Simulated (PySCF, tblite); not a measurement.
# C₇H₁₂BF: geometry, infrared bands and NMR shifts

What infrared bands and NMR shifts should C₇H₁₂BF (`F/C=C/[C@@H]1CBCCC1`) show?

Computed with tblite 0.8.0 and PySCF 2.14.0, with density-fitted response routines of our own, on a single molecule in the gas phase. Atoms are numbered from 0 throughout.

## Step 1: Starting geometry

21 atoms, charge 0, multiplicity 1; geometry from: force field or distance geometry start.

Bonds of the start (Å): F0–C1 1.37, C1–C2 1.31, C2–C3 1.47, C3–C4 1.47, C4–B5 1.60, B5–C6 1.57, C6–C7 1.52, C7–C8 1.50, C8–C3 1.54, C1–H9 1.08, C2–H10 1.11, C3–H11 1.12, C4–H12 1.08, C4–H13 1.12, B5–H14 1.19, C6–H15 1.09, C6–H16 1.11, C7–H17 1.11, C7–H18 1.12, C8–H19 1.13, C8–H20 1.10.

## Step 2: Geometry optimisation with GFN2-xTB

What the job is given:

```
{"job": {"kind": "relax", "xc": "GFN2-xTB", "basis": "xTB"}, "charge": 0, "multiplicity": 1}
F      4.281000    -0.514700    -0.012300
C      3.020700     0.016500     0.104700
C      1.974100    -0.533100    -0.463700
C      0.594000    -0.030600    -0.396000
C      0.345700     1.290800     0.208500
B     -1.060700     1.207100     0.975200
C     -2.264100     0.503000     0.259200
C     -1.759600    -0.863600    -0.173400
C     -0.335600    -1.091800     0.230300
H      2.912400     0.898400     0.717100
H      2.151900    -1.441600    -1.067200
H      0.230000     0.014200    -1.455800
H      1.042300     1.690700     0.931900
H      0.196600     2.079800    -0.578300
H     -1.005600     1.150800     2.161600
H     -2.700800     1.070700    -0.557500
H     -3.072700     0.332100     1.005500
H     -1.931600    -0.968200    -1.261100
H     -2.369100    -1.624900     0.367400
H     -0.225000    -1.108300     1.354700
H     -0.033000    -2.060400    -0.196400
```

Launch:

```sh
$ OMP_NUM_THREADS=1 python probes_run.py task.json out
```

The driver reads the jobs from task.json and runs them one after another.

**Question.** This job is followed by: GFN2-xTB harmonic vibrations, gas phase; GIAO PBE0/pcSseg-1 NMR shielding, non-relativistic, gas phase. What will the session give for the following? strongest single infrared mode (GFN2-xTB); zero-point energy (GFN2-xTB); 13C shifts against TMS (PBE0/pcSseg-1); 1H shifts against TMS (PBE0/pcSseg-1); 19F shifts against CFCl3 (PBE0/pcSseg-1); 11B shifts against BF3·OEt2 (PBE0/pcSseg-1).

The runs gave:

| quantity | value |
| --- | --- |
| strongest single infrared mode (GFN2-xTB) | 1109 cm⁻¹, 203 km/mol |
| zero-point energy (GFN2-xTB) | 109.5 kcal/mol |
| 13C shifts against TMS (PBE0/pcSseg-1) | 158.3, 127.8, 39.5, 37.1, 32.9, 30.5, 28.1 ppm |
| 1H shifts against TMS (PBE0/pcSseg-1) | 8.09, 6.74, 5.94, 2.19, 2.19, 2.17, 2.05, 1.89, 1.51, 1.07, 0.98, 0.59 ppm |
| 19F shifts against CFCl3 (PBE0/pcSseg-1) | -134.0 ppm |
| 11B shifts against BF3·OEt2 (PBE0/pcSseg-1) | 89.1 ppm |

In words: Relaxing lowered the energy by 0.975 eV in 119 steps; the close pair that moved most is C3–C4, from 1.474 to 1.532 Å. No mode is imaginary among the 57: a minimum at this level. The strongest single mode, at 1109 cm⁻¹, is spread over many atoms; the largest shares are those of C1, F0. Unscaled tight-binding wavenumbers are off by several per cent, some by more. Its intensities can rank the bands wrongly.
